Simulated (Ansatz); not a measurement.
# AsF3 (arsenic trifluoride): levels of theory compared

Wanted: a comparison of 6 runs (BLYP/STO-3G, UB3LYP/STO-3G, UPBE/STO-3G, r2SCAN/STO-3G, wB97X/STO-3G, UCCSD(T)/STO-3G) of AsF3 (arsenic trifluoride). 

Program for the calculation: Ansatz 0.2.0.

37 further runs of the same task are left out: 10 that didn't finish, 27 set aside as unsound or not needed.

**1. The molecule**

AsF3 has 4 atoms, charge 0, and is taken as a singlet. As SMILES, `F[As](F)F`. The F4–As2 distance was set to 2.573 Å, away from the relaxed value. At this shape a bond of the SMILES string is far longer than usual.

Bond lengths: F1–As2 1.715 Å, As2–F3 1.715 Å. Angles: F1–As2–F3 95.9°.

**2. The energy at BLYP/STO-3G (run 1)**

in.yaml

```yaml
basis:
  gaussian:
    orbitals: STO-3G
crystal:
  periodic: [false, false, false]
  atoms:
    - {symbol: F, position_ang: [-0.528768, -0.296849, 1.861996]}
    - {symbol: As, position_ang: [-0.544848, -1.149679, 0.373716]}
    - {symbol: F, position_ang: [1.121072, -1.558369, 0.386606]}
    - {symbol: F, position_ang: [-0.296160, 0.927580, -1.124280]}
hamiltonian:
  xc: {name: BLYP}
accuracy: high
```

Run with:

```sh
ansatz run in.yaml --threads 1 --pin off --max-ram 3480MiB --events-out events.jsonl --progress --plain --runs-dir runs
```

The log of the run:

```text
Warning: RAYON_NUM_THREADS=1 ignored (pool sized by the plan → 1); use --threads N
Functional definition: BLYP
  name "BLYP"
  parameter beta = 0.0042
  parameter a = 0.04918
  parameter b = 0.132
  parameter c = 0.2533
  parameter d = 0.349
  exchange = b88_x(beta = beta)
  correlation = lyp_c(a = a, b = b, c = c, d = d)
527 factors; integrals over basis functions are off by at most 3.2e-8 eV
mean field evaluation 1: about -68170.6118 eV, gradient 2.6e1 eV
mean field evaluation 2: about -67837.6379 eV, gradient 6.1e1 eV
mean field evaluation 4: about -68163.5603 eV, gradient 3.3e1 eV
mean field evaluation 8: about -68177.2576 eV, gradient 1.2e-1 eV
mean field evaluation 16: about -68157.2169 eV, gradient 9.1e0 eV
mean field -68177.25774316 eV, -2505.4680098562 hartree, gradient 2.5e-8 eV, S^2 0.000000; 0 other end points of the search recorded, 0 dependent functions left out
reference -68177.25777128 eV, -2505.4680108896 hartree; 30, 30 occupied and 3, 3 virtual orbitals, 527 factors
Total energy: -68177.25777128 eV, -2505.4680108896 hartree
```

Run time: 1.6 s. Hardware: 1 thread of Arm Neoverse V2, shared host; peak memory 0.1 GiB.

**3. The energy at UB3LYP/STO-3G (run 2)**

job.yaml

```yaml
crystal:
  periodic: [false, false, false]
  atoms:
    - symbol: F
      position_ang: [-0.528768, -0.296849, 1.861996]
    - symbol: As
      position_ang: [-0.544848, -1.149679, 0.373716]
    - symbol: F
      position_ang: [1.121072, -1.558369, 0.386606]
    - symbol: F
      position_ang: [-0.296160, 0.927580, -1.124280]
basis:
  gaussian: {orbitals: STO-3G}
magnetization: {spin_polarized: true}
hamiltonian: {xc: {name: B3LYP}}
total_charge: 0
accuracy: high
```

Run with:

```sh
ansatz run job.yaml --threads 1 --pin off --max-ram 3480MiB --events-out events.jsonl --progress --plain --runs-dir runs
```

The log of the run:

```text
Warning: RAYON_NUM_THREADS=1 ignored (pool sized by the plan → 1); use --threads N
Functional definition: B3LYP
  name "B3LYP"
  parameter a0 = 0.2
  parameter ax = 0.72
  parameter ac = 0.81
  exchange = (1 - a0 - ax)*slater_x + ax*b88_x + a0*exact_x
  correlation = (1 - ac)*vwn_rpa_c + ac*lyp_c
527 factors; integrals over basis functions are off by at most 3.2e-8 eV
mean field evaluation 1: about -68173.4166 eV, gradient 1.9e1 eV
mean field evaluation 2: about -67846.8111 eV, gradient 5.7e1 eV
mean field evaluation 4: about -68172.6370 eV, gradient 1.7e1 eV
mean field evaluation 8: about -68180.9718 eV, gradient 1.0e-1 eV
mean field evaluation 16: about -68181.0894 eV, gradient 6.9e-1 eV
mean field evaluation 32: about -68181.2188 eV, gradient 3.5e-5 eV
mean field evaluation 64: about -68181.1939 eV, gradient 8.1e-1 eV
mean field -68181.21883512 eV, -2505.6135773007 hartree, gradient 2.0e-8 eV, S^2 0.536674; 9 other end points of the search recorded, 0 dependent functions left out
reference -68181.21885570 eV, -2505.6135780569 hartree; 30, 30 occupied and 3, 3 virtual orbitals, 527 factors
Total energy: -68181.21885570 eV, -2505.6135780569 hartree
```

Run time: 7.8 s. Hardware: 1 thread of Arm Neoverse V2, shared host; peak memory 0.17 GiB.

Runs 3 to 5 aren't shown in full; the table further down has their settings and results.

**4. A single-point energy at UCCSD(T)/STO-3G (run 6)**

input.yaml

```yaml
crystal:
  periodic: [false, false, false]
  atoms:
    - {symbol: F, position_ang: [-0.528768, -0.296849, 1.861996]}
    - {symbol: As, position_ang: [-0.544848, -1.149679, 0.373716]}
    - {symbol: F, position_ang: [1.121072, -1.558369, 0.386606]}
    - {symbol: F, position_ang: [-0.296160, 0.927580, -1.124280]}
basis:
  gaussian:
    orbitals: STO-3G
magnetization:
  spin_polarized: true
  initial_magnetization: 0
correlation:
  method: ccsd_t
  frozen_orbitals: {As: 9, F: 1}
accuracy: high
scf:
  omitted_lower_state_checks: [cluster_reference, increment]
```

Run with:

```sh
ansatz run input.yaml --threads 1 --pin off --max-ram 3480MiB --events-out events.jsonl --progress --plain --runs-dir runs
```

The log of the run:

```text
Warning: RAYON_NUM_THREADS=1 ignored (pool sized by the plan → 1); use --threads N
[... 16 lines left out ...]
12 core orbitals not correlated: weight in the atoms' cores, before any rotation towards them, 1.000 or more for the frozen orbitals, at most 0.000 for the correlated occupied ones
[... 66 lines left out ...]
Total energy: -68121.41121317 eV, -2503.4156877329 hartree
Checks for a lower state left out: cluster_reference, increment
```

Run time: 3.3 s. Hardware: 1 thread of Arm Neoverse V2, shared host; peak memory 0.1 GiB.

**5. Overview of the runs**

```tsv
run	level	frozen core orbitals	energy (Eh)	wall time
1	BLYP/STO-3G	–	-2505.468011	1.6 s
2	UB3LYP/STO-3G	–	-2505.613578	7.8 s
3	UPBE/STO-3G	–	-2504.973817	12 s
4	r2SCAN/STO-3G	–	-2505.661783	4.5 s
5	wB97X/STO-3G	–	-2505.642380	6.6 s
6	UCCSD(T)/STO-3G	12	-2503.415688	3.3 s
```

**6. Summary of results**

| quantity | value |
| --- | --- |
| run 6: total energy | -2503.41569 Eh |
| run 6: correlation energy (12 core orbitals frozen) | -93.3 mEh |
| run 6: (T) correction | -7.21 mEh |
| run 6: ⟨S²⟩ of the reference determinant | 0.927 |
| run 6: T1 diagnostic | 0.029 |

What this shows: Totals of different functionals can't be ranked against each other. In runs 1, 2, 3, 4, 5, 6 the basis is minimal, so the values are rough. Spin contamination of the reference: run 6 ⟨S²⟩ = 0.93, run 2 ⟨S²⟩ = 0.54, run 3 ⟨S²⟩ = 0.19. Where it is this large, the reference is a mixture of spin states, and values that rest on it are in doubt. All runs together took 36 s, the longest 12 s.
